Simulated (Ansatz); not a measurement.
# ClGeH₅O₂Si: a ladder of functionals and wavefunction methods

One table from this session's results is given with a row withheld; the runs are named, their logs left out.

Computed with Ansatz 0.2.0, Gaussian basis. Level: functionals in def2-TZVPP, the program's frozen cores in correlated methods.

Levels to be run: PBE-D4, r2SCAN-D4, PBE0-D4, B3LYP-D4, ωB97X-V, ωB97M-V, B2PLYP; CCSD(T)/def2-TZVPP; MP2/def2-QZVPP; extrapolation to the limit.

### Structure used throughout

All runs share one geometry, relaxed beforehand with PBE0-D4 in a triple-zeta def2 set.

SMILES `[OH][GeH2][SiH](O)Cl`, 10 atoms, charge 0, spin multiplicity 1.

Atoms are counted from 1 here; the program's logs count them from 0.

Bond lengths: O1–Ge2 1.789 Å, O1–H6 0.960 Å, Ge2–Si3 2.386 Å, Ge2–H7 1.543 Å, Ge2–H8 1.534 Å, Si3–O4 1.642 Å, Si3–Cl5 2.064 Å, Si3–H9 1.485 Å, O4–H10 0.959 Å. Angles: Ge2–O1–H6 111.6°, O1–Ge2–Si3 107.9°, O1–Ge2–H7 110.1°, O1–Ge2–H8 104.5°, Si3–Ge2–H7 110.4°, Si3–Ge2–H8 113.4°, H7–Ge2–H8 110.3°, Ge2–Si3–O4 104.0°, Ge2–Si3–Cl5 110.0°, Ge2–Si3–H9 115.8°, O4–Si3–Cl5 111.1°, O4–Si3–H9 110.9°, Cl5–Si3–H9 105.1°, Si3–O4–H10 118.8°.

The first run:

File in.yaml:

```yaml
crystal:
  periodic: [false, false, false]
  atoms:
    - {symbol: O, position_ang: [-0.657898, -1.431430, -1.703041]}
    - {symbol: Ge, position_ang: [0.548376, -1.203124, -0.402363]}
    - {symbol: Si, position_ang: [0.295089, 1.009789, 0.452576]}
    - {symbol: O, position_ang: [-1.326271, 1.177163, 0.648162]}
    - {symbol: Cl, position_ang: [1.284719, 1.187360, 2.255143]}
    - {symbol: H, position_ang: [-1.539243, -1.181096, -1.415085]}
    - {symbol: H, position_ang: [0.324864, -2.240646, 0.717703]}
    - {symbol: H, position_ang: [1.900413, -1.440766, -1.087408]}
    - {symbol: H, position_ang: [0.842056, 2.097093, -0.398282]}
    - {symbol: H, position_ang: [-1.672114, 2.025657, 0.932606]}
basis:
  gaussian: {orbitals: def2-TZVPP}
hamiltonian: {xc: pbe, dispersion: d4}
output: {forces: true, orbitals: {seedname: orbitals}}
```

On the command line:

```console
$ ansatz run in.yaml --threads 2 --pin off --events-out ev --progress --plain --max-ram 22528MiB --backend cpu
```

Among the steps run: PBE-D4 (GGA); r2SCAN-D4 (meta-GGA); PBE0-D4 (hybrid); B3LYP-D4 (hybrid); ωB97X-V (range-separated); ωB97M-V (range-separated); B2PLYP (double hybrid); CCSD(T) in def2-TZVPP; MP2 in def2-QZVPP.

One table of the session follows, with a row left open; its other results are not shown here.

| method | atomisation energy (kJ/mol) |
| --- | --- |
| PBE-D4 | 3313.2 |
| r2SCAN-D4 | 3303.3 |
| PBE0-D4 | 3250.4 |
| B3LYP-D4 | 3261.5 |
| ωB97X-V | 3313.6 |
| ωB97M-V | 3292.4 |
| B2PLYP | 3239.8 |
| HF/def2-TZVPP | 2318.0 |
| MP2/def2-TZVPP | 3283.3 |
| CCSD/def2-TZVPP | 3165.2 |
| CCSD(T)/def2-TZVPP | 3218.6 |
| MP2/CBS | 3383.2 |
| CCSD(T)/CBS | ? |

Estimate the missing values for CCSD(T)/CBS.

**Answer.** atomisation energy (kJ/mol): 3318.5. In the column «atomisation energy (kJ/mol)» it lies between ωB97X-V (3313.6) and MP2/CBS (3383.2).

To keep in mind: Free atoms (2 O, 1 Ge, 1 Si, 1 Cl, 5 H) were run apart at each level; the atomisation energy is their sum less the molecule, without zero-point or spin-orbit terms.
